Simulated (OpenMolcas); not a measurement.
# Sm³⁺ among point charges: CASSCF levels and susceptibility

Aim: the splitting of the states of Sm³⁺ in the field of 12 point charges, its lowest levels with spin-orbit coupling and its magnetic susceptibility.

Program: OpenMolcas 26.06. Level of theory: state-averaged CASSCF, spin-orbit coupling by RASSI with atomic mean-field integrals. These are calculated values, not measurements, unless marked.

### 1 Starting point

```
Species                           : Sm³⁺ (samarium, Z = 62, 59 electrons)
Basis                             : ANO-RCC-VDZP [7s6p4d2f1g], 68 functions
Scalar Hamiltonian                : DKH2, point nucleus
Inactive shells                   : 1s 2s 2p 3s 3p 3d 4s 4p 4d 5s 5p
Active space                      : 5 electrons in 7 orbitals (4f)
Some configurations of this space : 4f5
Orbitals                          : optimised for the highest spin of each parity, averaged over all roots
```

The outer shells:

4f5
```
4f [↑ ][↑ ][↑ ][↑ ][↑ ][  ][  ]
```

The ion sits among 12 point charges of -2 e arranged as a cuboctahedron (Oh), 2.69 Å from the ion.

Each step is its own input file, run in one work folder so that later steps find the files of earlier ones. Labels, J, g values, rates, χT and fits are worked out afterwards by a script from the matrices that RASSI stores. The input lists half of the charges; inversion (Group=XYZ) makes the rest.

### 2 GATEWAY and SEWARD: basis and integrals

a.inp

```
&GATEWAY
Coord
1

Sm 0.0 0.0 0.0
Basis=ANO-RCC-VDZP
Group=XYZ
NoMove
AngMom=0.0 0.0 0.0
AMFI
XField
6 Angstrom 0
1.902117 1.902117 0.000000 -2.000000
1.902117 -1.902117 0.000000 -2.000000
0.000000 1.902117 1.902117 -2.000000
0.000000 1.902117 -1.902117 -2.000000
1.902117 0.000000 1.902117 -2.000000
1.902117 0.000000 -1.902117 -2.000000
&SEWARD
```

### 3 Reference wave functions, sextets of odd parity, 21 roots

a.inp

```
&RASSCF
FileOrb=start.orb
Symmetry=2
Spin=6
nActEl=5 0 0
Inactive=15 12
Ras2=0 7
CIRoot=21 21 1
SDav=21
CIMx=300
Iter=120 100
PrWF=0.3
OrbListing=Nothing
MaxOrb=0
>>> COPY $Project.JobIph JOB001
```

start.orb holds the contracted functions of the basis, ordered by shell, or the orbitals of the step before.

### 4 Reference wave functions, quartets of odd parity, 162 roots

a.inp

```
&RASSCF
FileOrb=start.orb
Symmetry=2
Spin=4
nActEl=5 0 0
Inactive=15 12
Ras2=0 7
CIRoot=162 162 1
SDav=224
CIMx=300
Iter=120 100
PrWF=0.3
OrbListing=Nothing
MaxOrb=0
CIOnly
>>> COPY $Project.JobIph JOB002
```

### 5 CASSCF: doublets of odd parity, 162 roots

a.inp

```
&RASSCF
FileOrb=start.orb
Symmetry=2
Spin=2
nActEl=5 0 0
Inactive=15 12
Ras2=0 7
CIRoot=162 162 1
SDav=490
CIMx=300
Iter=120 100
PrWF=0.3
OrbListing=Nothing
MaxOrb=0
CIOnly
>>> COPY $Project.JobIph JOB003
```

### 6 State interaction with spin-orbit coupling

a.inp

```
&RASSI
NrOfJobIphs=3 21 108 35
1 2 3 4 5 6 7 8 9 10 11 12 13 14 15 16 17 18 19 20 21
1 2 3 4 5 6 7 8 9 10 11 12 13 14 15 16 17 18 19 20 21 22 23 24 25 26 27
28 29 30 31 32 33 34 35 36 37 38 39 40 41 42 43 44 45 46 47 48 49 50 51
52 53 54 55 56 57 58 59 60 61 62 63 64 65 66 67 68 69 70 71 72 73 74 75
76 77 78 79 80 81 82 83 84 85 86 87 88 89 90 91 92 93 94 95 96 97 98 99
100 101 102 103 104 105 106 107 108
1 2 3 4 5 6 7 8 9 10 11 12 13 14 15 16 17 18 19 20 21 22 23 24 25 26 27
28 29 30 31 32 33 34 35
IphNames
JOB001
JOB002
JOB003
EJob
SpinOrbit
DIPRint=1.0
SOCoupling=1000.0
Subsets=2
Property=9
'ANGMOM' 1 'ANGMOM' 2 'ANGMOM' 3 'MLTPL  1' 1 'MLTPL  1' 2 'MLTPL  1' 3
'AMFI' 1 'AMFI' 2 'AMFI' 3
SOProperty=3
'ANGMOM' 1 'ANGMOM' 2 'ANGMOM' 3
```

Q: Predict the outcome of this session. Wanted: spin-free ground state; first state of the same spin within the active space; lowest level; next level.

As calculated:

| quantity | value |
| --- | --- |
| method | CASSCF |
| spin-free ground state | 6T1, 3-fold in its orbital part |
| first state of the same spin within the active space | 6T2 at 117 cm⁻¹ |
| lowest level | 4-fold Γ8 |
| next level | 48.1 cm⁻¹ |
| χT at 300 K | 0.31 cm³ K/mol |
| effective moment at 300 K | 1.56 μB |

In words: The spin-free ground state (6T1) comes to 100 % from free-ion H terms and keeps the highest spin of the shell. The quartets, doublets rest on orbitals optimised for another spin in at least one step, which raises them against the optimised states. Not all states of the active space went into the spin-orbit step. High states of lower spin are left out of the spin-orbit mixing, and CASSCF puts spin-flip levels too high. Point charges carry no covalency, so the field is a model and not that of real ligands.
